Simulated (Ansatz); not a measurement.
# C4H8B2: the cost of one run

Method: RKS PBE0-D4/STO-3G, in Ansatz 0.2.0.

## Step 1: The structure to begin with

Bond lengths: C1–C2 1.142 Å, C2–B3 1.512 Å, B3–B4 1.725 Å, B4–C5 1.593 Å, B4–C6 1.555 Å, C1–H7 1.109 Å, B3–H8 1.175 Å, C5–H9 1.132 Å, C5–H10 1.089 Å, C5–H11 1.081 Å, C6–H12 1.108 Å, C6–H13 1.086 Å, C6–H14 1.110 Å. Angles (14 of 20 angles, heavy atoms first): C1–C2–B3 179.1°, C2–B3–B4 121.3°, B3–B4–C5 118.0°, B3–B4–C6 118.3°, C5–B4–C6 123.2°, C2–C1–H7 178.5°, C2–B3–H8 121.2°, B4–B3–H8 117.0°, B4–C5–H9 104.9°, B4–C5–H10 110.5°, B4–C5–H11 107.9°, B4–C6–H12 113.1°, B4–C6–H13 107.6°, B4–C6–H14 108.5°.

Coordinates:

```xyz
14

C    -2.0505    2.4911   -0.0128
C    -1.5071    1.5934    0.4380
B    -0.7766    0.4008    1.0130
B     0.4065   -0.4548    0.0939
C     0.5880   -0.0633   -1.4393
C     1.0993   -1.6846    0.7452
H    -2.5949    3.3633   -0.4279
H    -0.8874    0.1062    2.1452
H     0.9734    1.0013   -1.4237
H    -0.3648   -0.1181   -1.9630
H     1.3185   -0.7337   -1.8694
H     0.3813   -2.4462    1.1089
H     1.7288   -2.1458   -0.0096
H     1.6727   -1.3388    1.6301
```

## Step 2: End point A

The input, input.yaml:

```yaml
crystal:
  periodic: [false, false, false]
  atoms:
    - { symbol: C, position_ang: [-2.0505, 2.4911, -0.0128] }
    - { symbol: C, position_ang: [-1.5071, 1.5934, 0.438] }
    - { symbol: B, position_ang: [-0.7766, 0.4008, 1.013] }
    - { symbol: B, position_ang: [0.4065, -0.4548, 0.0939] }
    - { symbol: C, position_ang: [0.588, -0.0633, -1.4393] }
    - { symbol: C, position_ang: [1.0993, -1.6846, 0.7452] }
    - { symbol: H, position_ang: [-2.5949, 3.3633, -0.4279] }
    - { symbol: H, position_ang: [-0.8874, 0.1062, 2.1452] }
    - { symbol: H, position_ang: [0.9734, 1.0013, -1.4237] }
    - { symbol: H, position_ang: [-0.3648, -0.1181, -1.963] }
    - { symbol: H, position_ang: [1.3185, -0.7337, -1.8694] }
    - { symbol: H, position_ang: [0.3813, -2.4462, 1.1089] }
    - { symbol: H, position_ang: [1.7288, -2.1458, -0.0096] }
    - { symbol: H, position_ang: [1.6727, -1.3388, 1.6301] }
basis:
  gaussian: { orbitals: STO-3G }
hamiltonian:
  xc: pbe0
  dispersion: d4
relax:
  f_tol: 0.015
  max_steps: 40
output:
  orbitals: {}
```

The run is started by

```bash
$ ansatz run input.yaml --threads 1 --pin off --max-ram 2048MiB --backend cpu --events-out ev --progress --plain --runs-dir out
```

**Question.** How long does this run take on 1 thread of an Arm CPU, shared host, and how much memory does it need?

About 53 s, with a peak of 0.11 GiB.
